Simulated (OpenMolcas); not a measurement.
# Au⁶⁺ among point charges: CASSCF and CASPT2 levels and susceptibility

Aim: the splitting of the states of Au⁶⁺ in the field of 6 point charges, its lowest levels with spin-orbit coupling and its magnetic susceptibility.

Method: state-averaged CASSCF and CASPT2, spin-orbit coupling by RASSI with atomic mean-field integrals. Code: OpenMolcas 26.06.

**1. Starting point**

| Property | Result |
| --- | --- |
| Species | Au⁶⁺ (gold, Z = 79, 73 electrons) |
| Basis | ANO-RCC-VTZP [8s7p5d3f1g], 84 functions |
| Scalar Hamiltonian | DKH2, point nucleus |
| Inactive shells | 1s 2s 2p 3s 3p 3d 4s 4p 4d 4f 5s 5p |
| Active space | 5 electrons in 5 orbitals (5d) |
| Some configurations of this space | 5d⁵ |
| Orbitals | optimised for each spin and parity, averaged over all roots |

Outer shells as boxes (Hund's rule):

5d5
```
5d [↑ ][↑ ][↑ ][↑ ][↑ ]
```

The ion sits among 6 point charges of -0.85 e arranged as an octahedron (Oh), 2.22 Å from the ion.

Each step is its own input file, run in one work folder so that later steps find the files of earlier ones. Labels, J, g values, rates, χT and fits are worked out afterwards by a script from the matrices that RASSI stores. The input lists half of the charges; inversion (Group=XYZ) makes the rest.

**2. Basis and integrals**

a.inp reads:

```
&GATEWAY
Coord
1

Au 0.0 0.0 0.0
Basis=ANO-RCC-VTZP
Group=XYZ
NoMove
AngMom=0.0 0.0 0.0
AMFI
XField
3 Angstrom 0
2.220000 0.000000 0.000000 -0.850000
0.000000 2.220000 0.000000 -0.850000
0.000000 0.000000 2.220000 -0.850000
&SEWARD
```

**3. CASSCF: sextets of even parity, 1 root**

a.inp reads:

```
&RASSCF
FileOrb=start.orb
Symmetry=1
Spin=6
nActEl=5 0 0
Inactive=15 19
Ras2=5 0
CIRoot=1 1 1
SDav=1
CIMx=300
Iter=120 100
PrWF=0.3
OrbListing=Nothing
MaxOrb=0
>>> COPY $Project.JobIph JOB001
```

start.orb holds the contracted functions of the basis, ordered by shell, or the orbitals of the step before.

**4. CASSCF: quartets of even parity, 24 roots**

a.inp reads:

```
&RASSCF
FileOrb=start.orb
Symmetry=1
Spin=4
nActEl=5 0 0
Inactive=15 19
Ras2=5 0
CIRoot=24 24 1
SDav=24
CIMx=300
Iter=120 100
PrWF=0.3
OrbListing=Nothing
MaxOrb=0
>>> COPY $Project.JobIph JOB002
```

**5. Reference wave functions, doublets of even parity, 75 roots**

a.inp reads:

```
&RASSCF
FileOrb=start.orb
Symmetry=1
Spin=2
nActEl=5 0 0
Inactive=15 19
Ras2=5 0
CIRoot=75 75 1
SDav=75
CIMx=300
Iter=120 100
PrWF=0.3
OrbListing=Nothing
MaxOrb=0
>>> COPY $Project.JobIph JOB003
```

**6. State interaction with spin-orbit coupling**

a.inp reads:

```
&RASSI
NrOfJobIphs=3 1 24 75
1
1 2 3 4 5 6 7 8 9 10 11 12 13 14 15 16 17 18 19 20 21 22 23 24
1 2 3 4 5 6 7 8 9 10 11 12 13 14 15 16 17 18 19 20 21 22 23 24 25 26 27
28 29 30 31 32 33 34 35 36 37 38 39 40 41 42 43 44 45 46 47 48 49 50 51
52 53 54 55 56 57 58 59 60 61 62 63 64 65 66 67 68 69 70 71 72 73 74 75
IphNames
JOB001
JOB002
JOB003
EJob
SpinOrbit
DIPRint=1.0
SOCoupling=1000.0
Subsets=2
Property=9
'ANGMOM' 1 'ANGMOM' 2 'ANGMOM' 3 'MLTPL  1' 1 'MLTPL  1' 2 'MLTPL  1' 3
'AMFI' 1 'AMFI' 2 'AMFI' 3
SOProperty=3
'ANGMOM' 1 'ANGMOM' 2 'ANGMOM' 3
```

**7. CASPT2: IPEA 0.25, imaginary shift 0.1 (closed shells correlated: 5s 5p)**

a.inp reads:

```
>>> COPY JOB001 $Project.JobIph
&CASPT2
Multistate=1 1
Frozen=14 16
IPEA=0.25
Imaginary=0.1
MaxIter=60
WThr=0.0 0.3 0.05
PrWF=0.5
NoMix
>>> COPY JOB002 $Project.JobIph
&CASPT2
Multistate=24 1 2 3 4 5 6 7 8 9 10 11 12 13 14 15 16 17 18 19 20 21 22
23 24
NoMult
Frozen=14 16
IPEA=0.25
Imaginary=0.1
MaxIter=60
WThr=0.0 0.3 0.05
PrWF=0.5
NoMix
>>> COPY JOB003 $Project.JobIph
&CASPT2
Multistate=75 1 2 3 4 5 6 7 8 9 10 11 12 13 14 15 16 17 18 19 20 21 22
23 24 25 26 27 28 29 30 31 32 33 34 35 36 37 38 39 40 41 42 43 44 45 46
47 48 49 50 51 52 53 54 55 56 57 58 59 60 61 62 63 64 65 66 67 68 69 70
71 72 73 74 75
NoMult
Frozen=14 16
IPEA=0.25
Imaginary=0.1
MaxIter=60
WThr=0.0 0.3 0.05
PrWF=0.5
NoMix
```

(Steps that only read results are left out.)

What does the calculation give? Wanted: spin-free ground state; lowest level; next level.

The runs gave:

```
                 quantity                                                                        value
                   method  SS-CASPT2, IPEA 0.25, imaginary shift 0.1 (closed shells correlated: 5s 5p)
   spin-free ground state                                              6A1, 1-fold in its orbital part
             lowest level                                              2-fold Γ7, g = 3.12, 3.12, 3.12
               next level                                                                    64.8 cm⁻¹
              χT at 300 K                                                               3.84 cm³ K/mol
effective moment at 300 K                                                                      5.54 μB
```

Cost by method:

```
                                              method  time of its own steps  time with the reference
                                           A. CASSCF                   28 s                     28 s
B. SS-CASPT2, IPEA 0.25, imaginary shift 0.1, +5s 5p                   19 s                     46 s
```

Times are of one thread on a shared host.

The spin-free ground state (6A1) comes to 100 % from free-ion S terms and keeps the highest spin of the shell. χT at 300 K is 3.84, against 4.39 cm³ K/mol for the spin alone, so spin-orbit coupling lowers it. An active space of the d shell alone favours high spin; real ions in strong fields can be low spin. A ligand-field fit to the states below 45000 cm-1 gives 10Dq = 2957 cm-1, B = 777 cm-1 and C = 4194 cm-1 (C/B = 5.40), with a deviation of 205 cm-1. CASPT2 does not keep the components of a term degenerate, and the means are used. The field of point charges can differ much from that of real complexes. With metal d orbitals alone active, the gaps between spin states are rough; where two lie within a few thousand cm-1, their order is open. Point charges carry no covalency, so the field is a model and not that of real ligands.
